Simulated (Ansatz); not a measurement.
Born–Oppenheimer molecular dynamics of a periodic cell of 12 atoms, CoSi2 (start crystal CoSi2, start structure Fm-3m, volume 1.15 times the crystal's). It starts from a structure without forces on its atoms.

These are results of DFT PBE, scalar-relativistic, plane waves, PAW in Ansatz, not measurements. Settings: accuracy low, PAW set soft_1, cutoff 420 eV, k mesh 2x2x2, fermi-dirac smearing 0.24 eV, no spin polarisation.

| Quantity | Value |
| --- | --- |
| ensemble | NVT, Langevin thermostat |
| time step | 2 fs |
| steps asked | 510 |
| set temperature | 300 K |
| friction | 0.02 /fs |
| temperature schedule | 510 steps to 2800 K |
| seed | 580638 |

Frames 20 fs apart, positions in Å, forces in eV/Å.

Velocities at 280 fs (Å/ps):

```
Co 1.31 -1.66 0.55
Si 0.90 -0.37 0.76
Si 1.73 5.14 3.26
Co -1.90 -0.93 1.54
Si 9.23 -5.24 3.62
Si 5.67 -0.39 7.87
Co -2.50 11.55 -7.57
Si -2.67 -6.79 -0.94
Si -0.95 4.71 1.76
Co 3.25 -0.28 3.12
Si -4.47 -5.67 4.50
Si -1.05 1.60 0.58
```

```xyz
12
Lattice="5.6114 0.0000 0.0000 0.0000 5.6114 0.0000 0.0000 0.0000 5.6114" Properties=species:S:1:pos:R:3:forces:R:3 time_fs=280 energy_less_start_eV=1.518 T=843
Co 0.052 -0.125 0.287 -0.88 0.18 -1.16
Si 1.466 1.218 1.513 0.06 0.62 0.23
Si 4.391 3.887 4.466 -0.06 0.62 -0.15
Co 3.064 2.818 0.372 -1.67 -0.52 -1.49
Si 4.123 4.208 1.744 0.59 0.36 0.21
Si 1.588 1.341 4.604 -0.23 0.22 -0.17
Co 2.558 -0.025 3.100 1.53 -0.34 -0.68
Si 4.481 1.181 4.173 -1.34 -0.61 1.18
Si 1.333 4.030 1.309 0.64 -0.36 1.63
Co 0.117 2.556 3.042 0.61 0.72 -0.81
Si 1.385 4.056 4.310 0.23 -0.02 0.53
Si 4.293 1.398 1.496 0.52 -0.86 0.69
12
Lattice="5.6114 0.0000 0.0000 0.0000 5.6114 0.0000 0.0000 0.0000 5.6114" Properties=species:S:1:pos:R:3:forces:R:3 time_fs=300 energy_less_start_eV=1.372 T=1081
Co 0.104 -0.183 0.263 -0.61 0.79 -0.69
Si 1.525 1.266 1.531 -0.92 0.90 -0.44
Si 4.445 3.959 4.545 -0.73 0.08 0.03
Co 2.968 2.785 0.354 -0.34 0.46 -0.50
Si 4.333 4.149 1.783 -0.36 -0.07 -0.30
Si 1.696 1.362 4.710 -0.72 0.03 -0.80
Co 2.559 0.153 3.015 1.33 -1.85 0.60
Si 4.329 1.093 4.199 -0.12 0.32 0.76
Si 1.386 4.104 1.516 0.81 -0.22 1.10
Co 0.142 2.603 3.108 -0.22 -0.53 -0.76
Si 1.292 3.970 4.404 1.57 0.83 0.45
Si 4.341 1.446 1.523 0.32 -0.73 0.55
12
Lattice="5.6114 0.0000 0.0000 0.0000 5.6114 0.0000 0.0000 0.0000 5.6114" Properties=species:S:1:pos:R:3:forces:R:3 time_fs=320 energy_less_start_eV=1.571 T=716
Co 0.158 -0.201 0.255 -0.03 1.22 0.31
Si 1.603 1.408 1.478 -1.16 -0.19 1.13
Si 4.476 4.013 4.608 -0.88 -0.18 -0.11
Co 2.854 2.816 0.302 1.93 1.10 0.52
Si 4.450 4.192 1.779 -0.69 -0.27 -0.33
Si 1.787 1.386 4.734 -1.63 -0.80 -1.75
Co 2.640 0.184 2.991 0.96 -0.97 0.36
Si 4.230 1.100 4.317 1.05 0.77 0.50
Si 1.596 4.156 1.812 -0.16 -0.19 -0.46
Co 0.199 2.716 3.108 -0.58 -0.95 -0.42
Si 1.303 3.945 4.569 1.52 0.66 0.03
Si 4.455 1.431 1.600 -0.33 -0.21 0.21
12
Lattice="5.6114 0.0000 0.0000 0.0000 5.6114 0.0000 0.0000 0.0000 5.6114" Properties=species:S:1:pos:R:3:forces:R:3 time_fs=340 energy_less_start_eV=1.147 T=1160
Co 0.181 -0.101 0.272 -0.10 -0.03 -0.14
Si 1.480 1.446 1.524 -0.18 -0.29 0.54
Si 4.471 3.999 4.669 0.08 0.04 -0.46
Co 2.839 2.838 0.306 1.95 -0.85 0.32
Si 4.431 4.151 1.697 -0.05 -0.02 0.15
Si 1.680 1.285 4.633 -0.83 0.34 -0.07
Co 2.726 0.178 3.018 1.58 -0.09 0.18
Si 4.273 1.262 4.516 0.39 0.32 -0.17
Si 1.903 4.122 1.893 -1.52 -0.38 -0.40
Co 0.257 2.757 3.073 -0.53 -0.30 0.13
Si 1.499 3.992 4.626 -0.34 0.92 -0.79
Si 4.472 1.292 1.574 -0.46 0.35 0.70
12
Lattice="5.6114 0.0000 0.0000 0.0000 5.6114 0.0000 0.0000 0.0000 5.6114" Properties=species:S:1:pos:R:3:forces:R:3 time_fs=360 energy_less_start_eV=1.523 T=1296
Co 0.218 0.002 0.318 -0.40 -1.40 -0.84
Si 1.318 1.488 1.550 1.54 -0.16 0.03
Si 4.505 4.019 4.601 0.14 0.44 -0.37
Co 2.898 2.893 0.304 0.70 -1.50 0.09
Si 4.359 4.119 1.639 1.37 0.31 0.41
Si 1.499 1.259 4.490 0.23 0.78 0.37
Co 2.877 0.119 3.144 1.24 -0.05 -0.12
Si 4.367 1.436 4.639 -0.15 -0.24 -0.73
Si 2.032 4.060 1.999 -2.41 -0.18 -0.29
Co 0.269 2.732 3.017 -0.69 0.63 0.96
Si 1.676 4.212 4.615 -0.74 0.34 -0.67
Si 4.434 1.134 1.592 -0.84 1.05 1.16
12
Lattice="5.6114 0.0000 0.0000 0.0000 5.6114 0.0000 0.0000 0.0000 5.6114" Properties=species:S:1:pos:R:3:forces:R:3 time_fs=380 energy_less_start_eV=1.620 T=1352
Co 0.208 0.094 0.331 -0.89 -1.17 -0.51
Si 1.354 1.429 1.647 1.41 0.35 0.15
Si 4.462 4.082 4.578 -0.11 0.74 -0.19
Co 3.003 2.846 0.364 -0.34 -0.60 -0.12
Si 4.400 4.116 1.661 0.64 0.49 0.35
Si 1.460 1.350 4.444 1.16 0.71 0.21
Co 3.119 0.053 3.199 -0.96 -0.86 1.19
Si 4.600 1.604 4.667 -1.21 -0.64 -0.42
Si 1.913 4.040 2.083 -0.99 0.07 -0.93
Co 0.167 2.769 3.008 0.06 0.35 0.79
Si 1.653 4.501 4.583 0.10 -1.37 0.39
Si 4.227 1.059 1.717 1.12 1.93 -0.91
12
Lattice="5.6114 0.0000 0.0000 0.0000 5.6114 0.0000 0.0000 0.0000 5.6114" Properties=species:S:1:pos:R:3:forces:R:3 time_fs=400 energy_less_start_eV=1.645 T=1433
Co 0.181 0.105 0.371 -0.28 -0.03 0.24
Si 1.510 1.481 1.774 0.72 -0.38 -0.46
Si 4.367 4.245 4.532 0.63 -0.62 0.70
Co 3.073 2.825 0.398 -0.34 -0.08 -0.15
Si 4.490 4.121 1.741 -0.41 1.16 -0.42
Si 1.534 1.572 4.512 0.81 0.39 0.33
Co 3.248 0.009 3.236 -2.01 -0.03 0.41
Si 4.663 1.659 4.649 -1.25 -0.49 -0.02
Si 1.665 4.033 1.899 0.22 1.10 -0.70
Co 0.138 2.813 2.999 0.16 -0.35 1.17
Si 1.605 4.769 4.598 0.60 -2.05 -0.11
Si 4.189 1.196 1.749 1.13 1.38 -1.00
12
Lattice="5.6114 0.0000 0.0000 0.0000 5.6114 0.0000 0.0000 0.0000 5.6114" Properties=species:S:1:pos:R:3:forces:R:3 time_fs=420 energy_less_start_eV=1.871 T=1861
Co 0.224 0.042 0.428 0.23 1.03 -0.48
Si 1.675 1.643 1.802 -0.02 -0.78 0.12
Si 4.229 4.397 4.548 1.72 -1.76 1.90
Co 3.162 2.918 0.478 -0.84 0.11 -1.08
Si 4.526 4.249 1.747 -0.13 0.50 -0.43
Si 1.642 1.832 4.614 0.04 -0.59 -0.10
Co 3.385 0.013 3.153 -2.42 2.25 -1.03
Si 4.703 1.701 4.657 -1.12 -0.87 0.71
Si 1.510 4.118 1.545 0.11 0.73 0.62
Co 0.066 2.914 3.132 1.70 0.33 -0.13
Si 1.652 4.784 4.495 0.21 -0.94 -0.16
Si 4.386 1.483 1.713 0.52 -0.01 0.05
12
Lattice="5.6114 0.0000 0.0000 0.0000 5.6114 0.0000 0.0000 0.0000 5.6114" Properties=species:S:1:pos:R:3:forces:R:3 time_fs=440 energy_less_start_eV=2.295 T=1861
Co 0.199 0.121 0.492 0.08 1.30 -1.41
Si 1.861 1.707 1.926 -0.47 -0.58 0.10
Si 4.202 4.481 4.805 1.55 0.19 -0.74
Co 3.154 2.985 0.490 -0.28 0.36 -0.12
Si 4.476 4.399 1.873 0.67 -0.97 -1.19
Si 1.861 1.943 4.672 -1.30 -1.05 -0.98
Co 3.387 0.160 3.030 -1.71 1.66 1.76
Si 4.711 1.732 4.707 -0.68 -0.73 0.45
Si 1.497 4.277 1.326 0.88 -0.39 1.84
Co 0.054 3.112 3.327 1.99 0.25 -0.70
Si 1.776 4.568 4.376 -0.71 0.01 0.27
Si 4.588 1.683 1.691 -0.03 -0.04 0.72
12
Lattice="5.6114 0.0000 0.0000 0.0000 5.6114 0.0000 0.0000 0.0000 5.6114" Properties=species:S:1:pos:R:3:forces:R:3 time_fs=460 energy_less_start_eV=2.287 T=1338
Co 0.194 0.241 0.473 1.02 -0.18 0.02
Si 2.067 1.631 1.957 -1.38 0.29 -1.14
Si 4.389 4.405 5.012 1.13 0.88 -1.90
Co 3.123 2.985 0.409 -0.15 0.03 0.76
Si 4.386 4.506 1.906 1.27 -1.52 -1.05
Si 1.922 1.947 4.499 -1.13 -1.53 -0.28
Co 3.314 0.267 3.049 -0.70 0.63 2.64
Si 4.716 1.594 4.703 -0.62 0.62 -0.56
Si 1.614 4.390 1.476 0.40 0.16 1.19
Co 0.133 3.272 3.424 0.78 -0.31 -0.86
Si 1.911 4.380 4.409 -0.31 1.08 0.46
Si 4.695 1.822 1.729 -0.31 -0.16 0.73
12
Lattice="5.6114 0.0000 0.0000 0.0000 5.6114 0.0000 0.0000 0.0000 5.6114" Properties=species:S:1:pos:R:3:forces:R:3 time_fs=480 energy_less_start_eV=2.429 T=2094
Co 0.177 0.400 0.547 1.52 -0.78 0.89
Si 2.094 1.737 1.839 -1.40 -0.68 -0.39
Si 4.638 4.280 5.005 0.22 1.62 -0.88
Co 3.105 3.039 0.311 1.10 -1.61 2.22
Si 4.387 4.617 1.818 0.40 -0.56 0.25
Si 1.820 1.809 4.322 -0.53 -0.37 1.15
Co 3.217 0.297 3.219 -0.32 -0.06 0.54
Si 4.653 1.495 4.709 -0.76 1.21 -0.97
Si 1.592 4.462 1.760 0.58 0.30 0.25
Co 0.142 3.324 3.409 1.68 -0.40 -0.93
Si 2.047 4.266 4.692 -2.17 2.49 -2.02
Si 4.686 2.040 1.860 -0.31 -1.16 -0.12
12
Lattice="5.6114 0.0000 0.0000 0.0000 5.6114 0.0000 0.0000 0.0000 5.6114" Properties=species:S:1:pos:R:3:forces:R:3 time_fs=500 energy_less_start_eV=2.826 T=1807
Co 0.251 0.554 0.592 0.27 -0.45 0.16
Si 1.995 1.803 1.700 -1.22 -0.60 0.22
Si 4.885 4.386 5.069 -1.05 1.05 -0.36
Co 3.131 3.035 0.183 1.25 -0.28 1.88
Si 4.295 4.753 1.855 0.76 -0.55 -0.07
Si 1.722 1.603 4.284 -1.48 1.65 2.27
Co 3.128 0.369 3.375 -0.28 -2.05 -2.16
Si 4.403 1.549 4.580 1.46 0.94 1.01
Si 1.581 4.490 2.009 0.53 0.74 -0.49
Co 0.176 3.310 3.370 0.94 -0.32 0.18
Si 1.782 4.318 4.803 -0.82 1.65 -1.17
Si 4.533 2.153 2.054 -0.35 -1.79 -1.46
```

Of the whole run (1020 fs, mean temperature of the second half 1935 K): The schedule's set-point averaged 2175 K over the second half and the system 1935 K. A run of 1 ps of so small a system gives no equilibrium averages. Spin polarisation was left off. Limits of this set-up: coarse k mesh, magnetic elements without spin, low accuracy level.

The run took 36 min on 1 thread of Arm Neoverse V2, on a shared host, peak memory 0.53 GiB.
